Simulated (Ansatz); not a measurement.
This script makes a test of the smearing width of LiInPt, space group P-6m2 with the Python package of Ansatz (0.2.0).

`smear_liinpt.py`:
```python
import logging
import sys

import ansatz as az
from tabulate import tabulate

logging.basicConfig(stream=sys.stdout, format="%(levelname)s:%(name)s:%(message)s")
logger = logging.getLogger("liinpt")
logger.setLevel(logging.INFO)

xtal = (
    az.Lattice.from_parameters(4.439835, 4.439835, 2.920602, alpha=90.0, beta=90.0, gamma=120.0)
    .atom("Li", (0.0, 0.0, 0.0))
    .atom("In", (1 / 3, 2 / 3, 0.5))
    .atom("Pt", (2 / 3, 1 / 3, 0.0))
)

base = (
    xtal.calculation()
    .kpoints(6, 6, 8, center="gamma")
    .functional("PBEsol")
    .forces()
    .stress()
)

rows = []
for value in [0.5, 0.3, 0.2, 0.1]:
    data = base.occupations("methfessel_paxton", width=value).run(threads=1).report
    rows.append((value, data["free_energy_ev"] / len(data["lattice"]["sites"]), data["n_iterations"], sum(data["stress_gpa"][i][i] for i in range(3)) / 3, max(abs(f) for row in data["forces_ev_ang"] for f in row), data["n_kpoints"]))

print(tabulate(rows, headers=["width (eV)", "F/atom (eV)", "iterations", "P (GPa)", "max component (eV/A)", "k-points"], floatfmt=".4f", tablefmt="simple"))

for row in rows[:-1]:
    shift = 1000 * (row[1] - rows[-1][1])
    logger.info(f"{row[0]}: {shift:+.2f} meV/atom" + ("  (within 5 meV)" if abs(shift) < 5 else ""))
```

How much does the free energy per atom change between the narrowest and the widest smearing, and why?

Going from 0.1 to 0.5 eV changes F by +2.0 meV an atom. This scheme is built to cancel the term in the square of the width, so the shifts stay small and are partly the mesh's error. The pressure moves from -5.32 to -5.37 GPa.

The run itself:

```console
$ python smear_liinpt.py
DeckWarning: basis.ecutwfc = 420 eV, auto-derived from the records' recommended cutoffs: set by Li (normal level)
  width (eV)    F/atom (eV)    iterations    P (GPa)    max component (eV/A)    k-points
------------  -------------  ------------  ---------  ----------------------  ----------
      0.5000     -6037.9110             6    -5.3710                  0.0000          35
      0.3000     -6037.9118             6    -5.3578                  0.0000          35
      0.2000     -6037.9124             6    -5.3366                  0.0000          35
      0.1000     -6037.9130             5    -5.3176                  0.0000          35
INFO:liinpt:0.5: +2.02 meV/atom  (within 5 meV)
INFO:liinpt:0.3: +1.26 meV/atom  (within 5 meV)
INFO:liinpt:0.2: +0.59 meV/atom  (within 5 meV)
```
(Warnings from the package without file and line.)

Caveats:
- Spin is left out of this run.
- The mesh is modest for a metal, so energies can be off by several to tens of meV an atom and pressures by half a GPa or more; differences at equal mesh fare better.
- Forces vanish by symmetry here and test nothing.
- The narrowest width needs the finest mesh, so the last row is no converged reference.
- Pressure is positive in compression.
- Spin-orbit coupling, which matters for elements this heavy, is left out.
- At these settings the cell as given stands under about -5 GPa, so it isn't at this functional's equilibrium volume.
- This cell is a computed structure, which may not be the phase found in nature.
- Wall time of the script: 3.7 s on 1 thread of AMD EPYC 9R05 (Zen 5), with other jobs on the host, peak memory 0.44 GiB.

(Lines on the test bed's own set-up are left out of the output.)
